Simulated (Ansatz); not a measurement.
# CuMoH6: the cost of one run

Program: Ansatz 0.2.0. Level of theory: DFT PBE, scalar-relativistic, plane waves, PAW. These are calculated values, not measurements.

**1. The starting structure**

It takes space group F-43m (No. 216, cubic). Conventional cell: a = 6.665 Å, b = 6.665 Å, c = 6.665 Å, α = 90.00°, β = 90.00°, γ = 90.00°. Cu (site symmetry -43m) is surrounded by 12 H at 2.40 Å. H (site symmetry 2mm) has 5 H at 1.71 to 2.42 Å and 1 Mo at 2.12 Å and 2 Cu at 2.40 Å in its first shell of neighbours. Mo (site symmetry -43m) has 6 H at 2.12 Å in its first shell of neighbours.

Structure file:

```xyz
8
Lattice="0.0000 3.3326 3.3326 3.3326 0.0000 3.3326 3.3326 3.3326 0.0000" Properties=species:S:1:pos:R:3 pbc="T T T"
Cu    1.6663    1.6663    1.6663
H     1.2113    3.3326    3.3326
H     5.4540    3.3326    3.3326
H     3.3326    1.2113    3.3326
H     3.3326    5.4540    3.3326
H     3.3326    3.3326    1.2113
H     3.3326    3.3326    5.4540
Mo    3.3326    3.3326    3.3326
```

A structure generator made this guess: random cell by space group and Wyckoff sites (F-43m, No. 216). Lengths come from tabulated atomic sizes and are only a guess.

**2. A first look at the guess**

File input.yaml:

```yaml
crystal:
  lattice:
    - [0.0, 3.33263736, 3.33263736]
    - [3.33263736, 0.0, 3.33263736]
    - [3.33263736, 3.33263736, 0.0]
  atoms:
    - { symbol: Cu, position: [0.25, 0.25, 0.25] }
    - { symbol: H, position: [0.81826562, 0.18173438, 0.18173438] }
    - { symbol: H, position: [0.18173438, 0.81826562, 0.81826562] }
    - { symbol: H, position: [0.18173438, 0.81826562, 0.18173438] }
    - { symbol: H, position: [0.81826562, 0.18173438, 0.81826562] }
    - { symbol: H, position: [0.18173438, 0.18173438, 0.81826562] }
    - { symbol: H, position: [0.81826562, 0.81826562, 0.18173438] }
    - { symbol: Mo, position: [0.5, 0.5, 0.5] }
basis:
  ecutwfc: 420
kpoints:
  mp_grid: { grid: [4, 4, 4] }
hamiltonian:
  xc: pbe
scf:
  occupations: { method: gaussian, width: 0.1 }
  lower_state_search: "off"
output:
  forces: true
  stress: true
  eigenvalues: true
```

Launch:

```bash
$ ansatz run input.yaml --threads 1 --pin off --max-ram 2560MiB --backend cpu --events-out ev --progress --plain --runs-dir out
```

**Question.** How long does this run take on 1 thread of Intel Xeon at 2.50GHz (Skylake/Cascade Lake), shared host, and how much memory does it need?

About 4.3 s, with a peak of 0.35 GiB.
